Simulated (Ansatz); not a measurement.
# TlPt (P6/mmm): a single-point run

The task is a single-point run on TlPt (P6/mmm). The structure is shown as the input types it.

Computed with Ansatz 0.2.0 (DFT r2SCAN, scalar-relativistic, plane waves, PAW, unless a step's input says otherwise).

2 further runs of the same task are left out: 2 set aside as unsound or not needed.

### 1 The system as given

It takes space group P6/mmm (No. 191, hexagonal). Conventional cell: a = 6.515 Å, b = 6.515 Å, c = 3.927 Å, α = 90.00°, β = 90.00°, γ = 120.00°. Tl (site symmetry mmm) is surrounded by 4 Pt at 2.72 Å. Pt (site symmetry 6/mmm) is surrounded by 6 Tl at 3.26 Å. Pt (site symmetry -6m2) has 6 Tl at 2.72 Å as nearest neighbours.

Structure file:

```
CELL_PARAMETERS angstrom
6.51463 0.00000 0.00000
-3.25732 5.64184 0.00000
0.00000 0.00000 3.92653
ATOMIC_POSITIONS crystal
Tl 0.50000 0.00000 0.00000
Tl 0.50000 0.50000 0.00000
Tl 0.00000 0.50000 0.00000
Pt 0.00000 0.00000 0.00000
Pt 0.33333 0.66667 0.50000
Pt 0.66667 0.33333 0.50000
```

### 2 The run

The input, input.yaml:

```yaml
crystal:
  lattice:
    - [6.514632702556, 0.0, 0.0]
    - [-3.257316351278, 5.641837416738, 0.0]
    - [0.0, 0.0, 3.9265257473]
  atoms:
    - { symbol: Tl, position: [0.5, 0.0, 0.0] }
    - { symbol: Tl, position: [0.5, 0.5, 0.0] }
    - { symbol: Tl, position: [0.0, 0.5, 0.0] }
    - { symbol: Pt, position: [0.0, 0.0, 0.0] }
    - { symbol: Pt, position: [0.3333333333333, 0.6666666666667, 0.5] }
    - { symbol: Pt, position: [0.6666666666667, 0.3333333333333, 0.5] }
basis:
  ecutwfc: 500
  ecutrho_ratio: 4
kpoints:
  mp_grid: { grid: [6, 6, 8] }
hamiltonian:
  xc: r2scan
scf:
  max_iter: 60
output:
  forces: true
  stress: true
```

Command:

```console
$ ansatz run input.yaml --threads 4 --pin off --max-ram 7168MiB --backend cpu --events-out ev --progress --plain --runs-dir out
```

Q: Will this input give a usable result? If not, why, and what should change?

Nothing was computed: the input was turned down at the start. It says: «`scf.occupations.method` is required: fixed only where the cell keeps a band gap throughout the run, explicit beside scf.occupations.values (under evaluate: without them) ...»

In the input, scf.occupations.method is missing; scf.occupations.width is missing. The input leaves out something that has no default.

What to do: set scf.occupations.method to gaussian and scf.occupations.width to 0.05.
